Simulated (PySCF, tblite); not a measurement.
# CH₅B₂Cl: dynamics, then NMR shifts and electronic excitations on frames, part 2 of 2

tblite 0.8.0 and PySCF 2.14.0. Atoms count from 0. Earlier steps stand in the parts before.

## Step 9: NMR shieldings: 800 fs, PBE0/pcSseg-1

What the job is given:

```
{"job": {"kind": "nmr", "xc": "PBE0", "basis": "pcSseg-1", "pop": false}, "charge": 0, "multiplicity": 1}
B     -1.618300     0.206200     1.053200
C     -1.234000     0.911200    -0.298100
B      0.107600     0.312100    -0.879900
Cl     1.563800     1.194200    -0.776300
H     -1.601300     0.833400     2.041100
H     -2.049300    -0.860600     1.047400
H     -1.157300     1.972700    -0.198900
H     -1.917700     0.698900    -1.076800
H     -0.009600    -0.684600    -1.378600
```

Method: GIAO PBE0/pcSseg-1 NMR shielding, non-relativistic, gas phase.

Output:

```text
coarse grid: 7984 points
cycle   1  E = -550.6588900626  dE =  2.550e-01  |g| = 3.312e-01  |ddm| = 2.492e+00
cycle   2  E = -550.6583879880  dE =  5.021e-04  |g| = 3.415e-01  |ddm| = 5.543e-01
cycle   3  E = -550.6881216055  dE = -2.973e-02  |g| = 2.563e-02  |ddm| = 2.850e-01
cycle   4  E = -550.6882814601  dE = -1.599e-04  |g| = 1.156e-02  |ddm| = 4.027e-02
cycle   5  E = -550.6883104197  dE = -2.896e-05  |g| = 2.175e-03  |ddm| = 1.431e-02
cycle   6  E = -550.6883113320  dE = -9.123e-07  |g| = 9.994e-04  |ddm| = 3.250e-03
final grid: 72232 points
cycle   7  E = -550.7073505264  dE = -2.840e-05  |g| = 5.727e-03  |ddm| = 1.783e-02
cycle   8  E = -550.7073497127  dE =  8.138e-07  |g| = 5.859e-03  |ddm| = 9.784e-03
cycle   9  E = -550.7073583656  dE = -8.653e-06  |g| = 6.299e-04  |ddm| = 4.811e-03
cycle  10  E = -550.7073584476  dE = -8.204e-08  |g| = 1.185e-04  |ddm| = 6.855e-04
cycle  11  E = -550.7073584510  dE = -3.363e-09  |g| = 3.555e-05  |ddm| = 1.546e-04
cycle  12  E = -550.7073584513  dE = -3.547e-10  |g| = 9.871e-06  |ddm| = 4.137e-05
converged SCF energy = -550.7073584513

GIAO shielding tensors (ppm)
atom      isotropic    diamagn.    paramagn.     s11        s22        s33       span
  0 B       14.007     190.123    -176.116    -60.145    -33.699    135.864    196.009
  1 C      126.702     255.734    -129.031     41.188    142.460    196.458    155.270
  2 B       26.714     192.203    -165.489    -41.633     12.045    109.730    151.363
  3 Cl     635.206    1148.866    -513.660    312.111    568.897   1024.609    712.497
  4 H       23.765      29.163      -5.398     16.058     27.012     28.225     12.168
  5 H       23.724      29.481      -5.756     15.638     27.286     28.249     12.611
  6 H       28.646      31.930      -3.284     26.858     27.645     31.436      4.577
  7 H       29.435      31.154      -1.719     26.479     28.826     33.001      6.522
  8 H       24.693      30.847      -6.155     21.415     25.178     27.486      6.071
```

Wall time 7.9 s (1 thread of Arm Neoverse N1, shared host); peak memory 0.47 GiB.

This run: δ C1 60.2, B0 86.1, B2 73.4, Cl3 315, H5 7.99, H4 7.95 ppm.

## Step 10: Ultraviolet spectrum: 800 fs, PBE0/def2-SVPD

Same as in step 9 but for these lines:

```diff
@@ -1,2 +1,2 @@
-{"job": {"kind": "nmr", "xc": "PBE0", "basis": "pcSseg-1", "pop": false}, "charge": 0, "multiplicity": 1}
+{"job": {"kind": "uv", "xc": "PBE0", "basis": "def2-SVPD", "nstates": 5, "ntriplets": 0}, "charge": 0, "multiplicity": 1}
 B     -1.618300     0.206200     1.053200
```

With the program's defaults for keys left out, this is: TDDFT PBE0/def2-SVPD, vertical, gas phase, core orbitals frozen in the response.

Output:

```text
coarse grid: 7984 points
cycle   1  E = -550.4508269967  dE =  2.256e-01  |g| = 3.199e-01  |ddm| = 3.573e+00
cycle   2  E = -550.4504338041  dE =  3.932e-04  |g| = 3.273e-01  |ddm| = 7.900e-01
cycle   3  E = -550.4785986619  dE = -2.816e-02  |g| = 2.658e-02  |ddm| = 3.698e-01
cycle   4  E = -550.4787779247  dE = -1.793e-04  |g| = 1.074e-02  |ddm| = 5.524e-02
cycle   5  E = -550.4788083691  dE = -3.044e-05  |g| = 2.342e-03  |ddm| = 1.807e-02
cycle   6  E = -550.4788098374  dE = -1.468e-06  |g| = 8.672e-04  |ddm| = 4.396e-03
final grid: 72232 points
cycle   7  E = -550.5378805145  dE = -2.229e-05  |g| = 5.248e-03  |ddm| = 4.497e-02
cycle   8  E = -550.5378793894  dE =  1.125e-06  |g| = 5.759e-03  |ddm| = 1.330e-02
cycle   9  E = -550.5378881952  dE = -8.806e-06  |g| = 4.270e-04  |ddm| = 6.403e-03
cycle  10  E = -550.5378882456  dE = -5.032e-08  |g| = 9.723e-05  |ddm| = 8.094e-04
cycle  11  E = -550.5378882480  dE = -2.396e-09  |g| = 3.446e-05  |ddm| = 1.769e-04
cycle  12  E = -550.5378882483  dE = -3.577e-10  |g| = 9.545e-06  |ddm| = 5.971e-05
converged SCF energy = -550.5378882483

Static polarisability (au): isotropic 53.574, principal 44.977 49.432 66.313

Singlet excitations
state   eV       nm        f      main configurations
  1   5.0292    246.5   0.01679   H->L 0.92
  2   5.6829    218.2   0.00019   H-1->L 0.94
  3   6.0609    204.6   0.02261   H-2->L 0.55, H->L+1 0.33
  4   6.4072    193.5   0.00117   H->L+1 0.59, H-2->L 0.34
  5   7.0478    175.9   0.00053   H-1->L+1 0.68, H-4->L 0.26
```

It took 10 s on 1 thread of Arm Neoverse N1, shared host; peak memory 0.56 GiB.

This run: HOMO -8.48 eV, LUMO -1.97 eV; lowest singlet 5.03 eV.

## Step 11: Shielding tensors: 1000 fs, PBE0/pcSseg-1

What the job is given:

```
{"job": {"kind": "nmr", "xc": "PBE0", "basis": "pcSseg-1", "pop": false}, "charge": 0, "multiplicity": 1}
B     -1.815900     0.960200     1.024900
C     -1.782000     1.444600    -0.490900
B     -0.391400     0.820500    -0.868100
Cl     1.111400     1.462900    -0.448400
H     -1.301700     1.613400     1.855500
H     -2.377400     0.036300     1.438700
H     -1.764500     2.524600    -0.577200
H     -2.611000     1.039700    -1.087300
H     -0.294400    -0.306400    -1.224400
```

Method: GIAO PBE0/pcSseg-1 NMR shielding, non-relativistic, gas phase.

Output:

```text
coarse grid: 7984 points
cycle   1  E = -550.6653388538  dE =  2.317e-01  |g| = 2.958e-01  |ddm| = 2.493e+00
cycle   2  E = -550.6662862388  dE = -9.474e-04  |g| = 3.011e-01  |ddm| = 4.878e-01
cycle   3  E = -550.6892107420  dE = -2.292e-02  |g| = 2.681e-02  |ddm| = 2.427e-01
cycle   4  E = -550.6893886552  dE = -1.779e-04  |g| = 1.198e-02  |ddm| = 4.256e-02
cycle   5  E = -550.6894211627  dE = -3.251e-05  |g| = 2.283e-03  |ddm| = 1.505e-02
cycle   6  E = -550.6894221649  dE = -1.002e-06  |g| = 1.037e-03  |ddm| = 3.472e-03
final grid: 72232 points
cycle   7  E = -550.7083161235  dE = -2.742e-05  |g| = 5.592e-03  |ddm| = 1.724e-02
cycle   8  E = -550.7083150703  dE =  1.053e-06  |g| = 5.751e-03  |ddm| = 9.253e-03
cycle   9  E = -550.7083234287  dE = -8.358e-06  |g| = 6.558e-04  |ddm| = 4.687e-03
cycle  10  E = -550.7083235174  dE = -8.866e-08  |g| = 1.221e-04  |ddm| = 6.973e-04
cycle  11  E = -550.7083235210  dE = -3.621e-09  |g| = 3.558e-05  |ddm| = 1.670e-04
cycle  12  E = -550.7083235214  dE = -3.595e-10  |g| = 1.036e-05  |ddm| = 4.135e-05
converged SCF energy = -550.7083235214

GIAO shielding tensors (ppm)
atom      isotropic    diamagn.    paramagn.     s11        s22        s33       span
  0 B        7.915     191.405    -183.489    -60.619    -46.892    131.257    191.876
  1 C      125.341     254.899    -129.558     36.092    148.573    191.357    155.264
  2 B       27.314     196.269    -168.955    -40.816     10.971    111.788    152.603
  3 Cl     557.535    1149.833    -592.298    238.968    386.966   1046.671    807.703
  4 H       23.723      29.653      -5.930     15.336     26.475     29.358     14.022
  5 H       23.442      29.789      -6.347     15.740     26.623     27.963     12.223
  6 H       28.317      29.354      -1.036     25.172     27.110     32.670      7.498
  7 H       27.173      29.580      -2.407     25.346     26.954     29.219      3.873
  8 H       24.771      31.010      -6.239     22.986     23.633     27.692      4.707
```

It took 7.9 s on 1 thread of Arm Neoverse N1, shared host; peak memory 0.47 GiB.

Key values: δ C1 61.6, B0 92.2, B2 72.8, Cl3 392, H5 8.28, H4 7.99 ppm.

## Step 12: Excited states and response: 1000 fs, PBE0/def2-SVPD

Same as in step 11 but for these lines:

```diff
@@ -1,2 +1,2 @@
-{"job": {"kind": "nmr", "xc": "PBE0", "basis": "pcSseg-1", "pop": false}, "charge": 0, "multiplicity": 1}
+{"job": {"kind": "uv", "xc": "PBE0", "basis": "def2-SVPD", "nstates": 5, "ntriplets": 0}, "charge": 0, "multiplicity": 1}
 B     -1.815900     0.960200     1.024900
```

Method: TDDFT PBE0/def2-SVPD, vertical, gas phase, core orbitals frozen in the response.

Output:

```text
coarse grid: 7984 points
cycle   1  E = -550.4587715747  dE =  2.017e-01  |g| = 2.860e-01  |ddm| = 3.406e+00
cycle   2  E = -550.4598954757  dE = -1.124e-03  |g| = 2.871e-01  |ddm| = 6.754e-01
cycle   3  E = -550.4814356855  dE = -2.154e-02  |g| = 2.821e-02  |ddm| = 3.045e-01
cycle   4  E = -550.4816430093  dE = -2.073e-04  |g| = 1.108e-02  |ddm| = 5.855e-02
cycle   5  E = -550.4816764019  dE = -3.339e-05  |g| = 2.409e-03  |ddm| = 1.871e-02
cycle   6  E = -550.4816779326  dE = -1.531e-06  |g| = 9.004e-04  |ddm| = 4.625e-03
final grid: 72232 points
cycle   7  E = -550.5403476120  dE = -2.222e-05  |g| = 5.106e-03  |ddm| = 4.751e-02
cycle   8  E = -550.5403463589  dE =  1.253e-06  |g| = 5.646e-03  |ddm| = 1.262e-02
cycle   9  E = -550.5403549018  dE = -8.543e-06  |g| = 4.454e-04  |ddm| = 5.886e-03
cycle  10  E = -550.5403549553  dE = -5.358e-08  |g| = 9.082e-05  |ddm| = 7.884e-04
cycle  11  E = -550.5403549574  dE = -2.050e-09  |g| = 3.513e-05  |ddm| = 1.783e-04
cycle  12  E = -550.5403549578  dE = -3.748e-10  |g| = 9.720e-06  |ddm| = 6.124e-05
converged SCF energy = -550.5403549578

Static polarisability (au): isotropic 53.852, principal 46.670 51.524 63.362

Singlet excitations
state   eV       nm        f      main configurations
  1   4.4882    276.2   0.00876   H->L 0.98
  2   5.1548    240.5   0.00035   H-1->L 0.96
  3   5.8174    213.1   0.03999   H-2->L 0.88
  4   6.7105    184.8   0.00912   H-4->L 0.60, H-3->L 0.34
  5   6.8021    182.3   0.00219   H->L+1 0.94
```

It took 11 s on 1 thread of Arm Neoverse N1, shared host; peak memory 0.56 GiB.

This run: HOMO -8.41 eV, LUMO -2.43 eV; lowest singlet 4.49 eV.

## Step 13: Side by side: NMR shifts

Shifts (ppm) of some atoms, chosen among heavy atoms and hydrogens apart, with basis size and wall time:

```
  frame    C1    H5    H7    H6    B0    B2  Cl3  functions   time
 250 fs  75.1  8.77  4.57  3.96  92.1  72.5  329        100  8.2 s
 425 fs  48.9  7.44  3.68  3.80  82.8  72.2  363        100  7.4 s
 625 fs  51.7  8.31  2.61  3.76  86.1  72.9  358        100  7.6 s
 800 fs  60.2  7.99  2.28  3.07  86.1  73.4  315        100  7.9 s
1000 fs  61.6  8.28  4.54  3.40  92.2  72.8  392        100  7.9 s
```

## Step 14: Run by run: electronic excitations

Excitations and ground-state properties, with basis size and wall time:

```
  frame  lowest singlet (eV)  brightest (eV)      f  gap (eV)  α (Å³)  μ (D)  functions  time
 250 fs                 4.63            7.11  0.047      6.12    8.28   0.83        127  10 s
 425 fs                 5.03            6.21  0.035      6.53    8.00   1.31        127  10 s
 625 fs                 5.12            6.23  0.030      6.68    8.15   0.76        127  10 s
 800 fs                 5.03            6.06  0.023      6.51    7.94   0.82        127  10 s
1000 fs                 4.49            5.82  0.040      5.99    7.98   1.09        127  11 s
```

## Step 15: What came out

What follows sums up all 2 parts.

| quantity | value |
| --- | --- |
| thermostat | 400 K |
| mean temperature, second half | 363 K |
| mean potential energy above the minimum | 0.29 eV |
| 13C shifts against TMS (PBE0/pcSseg-1, 250 fs) | 75.1 ppm |
| 1H shifts against TMS (PBE0/pcSseg-1, 250 fs) | 8.77, 8.63, 7.24, 4.57, 3.96 ppm |
| 11B shifts against BF3·OEt2 (PBE0/pcSseg-1, 250 fs) | 92.1, 72.5 ppm |
| 35Cl shifts against HCl (PBE0/pcSseg-1, 250 fs) | 329 ppm |
| lowest singlet (PBE0/def2-SVPD, 250 fs) | 4.63 eV (268 nm), f = 0.024 |
| brightest single state of those computed | state 5, 7.11 eV, f = 0.047 |
| range of the shift of Cl3 | 315 to 392 ppm |
| range of the lowest singlet | 4.49 to 5.12 eV |

In the second half the potential energy averages 0.29 eV above the minimum; equipartition over 21 harmonic modes at 400 K would give 0.36 eV. With 9 atoms the temperature swings widely (219 to 667 K). Shifts at one fixed geometry are not the observed spectrum, which averages over the motion. In the first frame run (250 fs): The widest tensor belongs to Cl3: span 745 ppm, with a paramagnetic part of -528 ppm. The lowest singlet, at 4.63 eV, is HOMO→LUMO 0.95 and is weak; of the 5 states computed, the strongest absorption comes from state 5 at 7.11 eV (the last computed, so partners may be missing). Across the 5 runs the shift of Cl3 moves most, between 315 (800 fs) and 392 ppm (1000 fs). The lowest singlet runs from 4.49 eV (1000 fs) to 5.12 eV (625 fs), while the orbital gap spans 5.99 to 6.68 eV. The lowest state need not be the same one in every run.
